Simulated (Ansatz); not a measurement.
# TiO2 (Rutile): the cost of one run

Computed with Ansatz 0.2.0 (DFT r2SCAN, scalar-relativistic, plane waves, PAW, unless a step's input says otherwise).

1 further run of the same task is left out (set aside as unsound or not needed).

## 1. The system as given

Symmetry: P4_2/mnm, No. 136, tetragonal system. Conventional cell: a = 4.597 Å, b = 4.597 Å, c = 2.954 Å, α = 90.00°, β = 90.00°, γ = 90.00°. Around Ti (site symmetry mmm) lie 6 O at 1.95 to 1.98 Å. O (site symmetry m2m) is surrounded by 3 Ti at 1.95 to 1.98 Å.

Coordinates:

```cif
data_structure
_symmetry_space_group_name_H-M 'P 1'
_symmetry_Int_Tables_number 1
_cell_length_a 4.5969
_cell_length_b 4.5969
_cell_length_c 2.9535
_cell_angle_alpha 90.000
_cell_angle_beta 90.000
_cell_angle_gamma 90.000
_cell_volume 62.41
loop_
_atom_site_label
_atom_site_type_symbol
_atom_site_fract_x
_atom_site_fract_y
_atom_site_fract_z
_atom_site_occupancy
Ti1 Ti 0.00000 0.00000 0.00000 1
Ti2 Ti 0.50000 0.50000 0.50000 1
O1 O 0.30463 0.30463 0.00000 1
O2 O 0.19537 0.80463 0.50000 1
O3 O 0.69537 0.69537 0.00000 1
O4 O 0.80463 0.19537 0.50000 1
```

This cell was relaxed beforehand with the same method: volume 10.40 Å³/atom, gap on the mesh 2.22 eV.

## 2. Bands, states and charges

File input.yaml:

```yaml
crystal:
  lattice:
    - [4.5969450479, 0.0, 0.0]
    - [0.0, 4.5969450479, 0.0]
    - [0.0, 0.0, 2.9535430796]
  atoms:
    - { symbol: Ti, position: [0.0, 0.0, 0.0] }
    - { symbol: Ti, position: [0.5, 0.5, 0.5] }
    - { symbol: O, position: [0.3046314516, 0.3046314516, 0.0] }
    - { symbol: O, position: [0.1953685484, 0.8046314516, 0.5] }
    - { symbol: O, position: [0.6953685484, 0.6953685484, 0.0] }
    - { symbol: O, position: [0.8046314516, 0.1953685484, 0.5] }
basis:
  ecutwfc: 500
kpoints:
  mp_grid: { grid: [6, 6, 10] }
  band_path:
    path:
      - [[0.0, 0.0, 0.0], [0.0, 0.5, 0.0], [0.5, 0.5, 0.0], [0.0, 0.0, 0.0], [0.0, 0.0, 0.5], [0.0, 0.5, 0.5], [0.5, 0.5, 0.5], [0.0, 0.0, 0.5]]
      - [[0.0, 0.5, 0.0], [0.0, 0.5, 0.5]]
      - [[0.5, 0.5, 0.0], [0.5, 0.5, 0.5]]
    npoints: 14
hamiltonian:
  xc: r2scan
scf:
  occupations: { method: gaussian, width: 0.02 }
  n_extra_bands: 15
output:
  forces: true
  stress: true
  eigenvalues: true
  populations: true
  dos: { projected: true, de: 0.02, nscf_kmesh: { grid: [9, 9, 15] } }
  bader: true
  write_density: true
  write_potential: true
  elf: true
  volumetric_format: npy
```

Run with:

```bash
ansatz run input.yaml --threads 2 --pin off --max-ram 5120MiB --backend cpu --events-out ev --progress --plain --runs-dir out
```

Q: Estimate wall time and peak memory on 2 threads of Arm Neoverse V1, shared host.

About 58 s, with a peak of 0.58 GiB.
